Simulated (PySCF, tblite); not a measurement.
# C8H12NP: geometry, infrared bands and NMR shifts

Wanted: the infrared bands and NMR shifts of C8H12NP (`CCP(C)c1cccnc1`), by calculation.

The runs use tblite 0.8.0 and PySCF 2.14.0, with density-fitted response routines of our own; the level of theory stands in each step. All values are computed, except where a source is named. Atoms are numbered from 0 throughout.

## 1. The molecule as given

22 atoms, charge 0, multiplicity 1; geometry from: force field or distance geometry start.

Bonds of the start (Å): C0–C1 1.52, C1–P2 1.85, P2–C3 1.83, P2–C4 1.81, C4–C5 1.40, C5–C6 1.40, C6–C7 1.39, C7–N8 1.35, N8–C9 1.36, C9–C4 1.39, C0–H10 1.10, C0–H11 1.11, C0–H12 1.09, C1–H13 1.09, C1–H14 1.10, C3–H15 1.11, C3–H16 1.09, C3–H17 1.09, C5–H18 1.08, C6–H19 1.08, C7–H20 1.08, C9–H21 1.08.

## 2. Optimising the geometry with GFN2-xTB

Job settings and geometry (Å):

```
{"job": {"kind": "relax", "xc": "GFN2-xTB", "basis": "xTB"}, "charge": 0, "multiplicity": 1}
C     -2.039700     1.724600     0.552000
C     -2.111400     0.339400    -0.063600
P     -0.743300     0.039200    -1.273200
C     -1.084700    -1.710400    -1.687700
C      0.715300    -0.085000    -0.211000
C      1.824000     0.714700    -0.504600
C      2.970300     0.643600     0.292100
C      2.973100    -0.233600     1.368800
N      1.925300    -1.031700     1.679900
C      0.822700    -0.932200     0.887200
H     -2.105100     2.502500    -0.219500
H     -2.896100     1.871200     1.236600
H     -1.132900     1.883900     1.135600
H     -3.060100     0.218300    -0.576400
H     -2.091100    -0.405800     0.746100
H     -1.211800    -2.336700    -0.774700
H     -0.264300    -2.131400    -2.270500
H     -2.002000    -1.803600    -2.271300
H      1.817800     1.406000    -1.338900
H      3.843000     1.256200     0.092100
H      3.828400    -0.326000     2.019300
H      0.012100    -1.583700     1.180800
```

Started as:

```sh
$ OMP_NUM_THREADS=1 python probes_run.py task.json out
```

The driver reads the jobs from task.json and runs them one after another.

**Question.** This job is followed by: GFN2-xTB harmonic vibrations, gas phase; GIAO PBE0/pcSseg-1 NMR shielding, non-relativistic, gas phase. Predict these results of the whole session: strongest single infrared mode (GFN2-xTB); zero-point energy (GFN2-xTB); 13C shifts against TMS (PBE0/pcSseg-1); 1H shifts against TMS (PBE0/pcSseg-1, means over atoms taken as alike); 31P shifts against H3PO4 (PBE0/pcSseg-1); 15N shifts against NH3 (PBE0/pcSseg-1); surface potential, 1st and 99th percentile.

**Answer**, as computed:

| quantity | value |
| --- | --- |
| strongest single infrared mode (GFN2-xTB) | 3015 cm⁻¹, 50 km/mol |
| zero-point energy (GFN2-xTB) | 111.9 kcal/mol |
| 13C shifts against TMS (PBE0/pcSseg-1) | 156.8, 156.3, 151.8, 141.8, 127.5, 31.4, 18.1, 12.7 ppm |
| 1H shifts against TMS (PBE0/pcSseg-1, means over atoms taken as alike) | 9.20, 8.96, 8.25, 7.36, 1.77, 1.37, 0.94 ppm |
| 31P shifts against H3PO4 (PBE0/pcSseg-1) | -55.2 ppm |
| 15N shifts against NH3 (PBE0/pcSseg-1) | 359.9 ppm |
| surface potential, 1st and 99th percentile | -1.59 V and 0.98 V |

**Reading.** Over 50 steps the energy fell by 0.170 eV; of the close pairs, N8–C9 changed most, 1.362 to 1.319 Å. All 60 modes are real, so the xTB geometry is a minimum. Unscaled tight-binding wavenumbers are off by several per cent, some by more. Its intensities can rank the bands wrongly. At PBE0/pcSseg-1: Shielding is most anisotropic at N8 (span 722 ppm, paramagnetic term -424 ppm). NICS(1)zz of -28 ppm above the planar ring from C4 marks a diatropic (aromatic) ring current. At PBE0/pcSseg-1, counted by nearest atom on the grid, the HOMO lies on P2 53 %; N8 14 %, the LUMO on C4, C7 about 23 % each; C5 11 %.
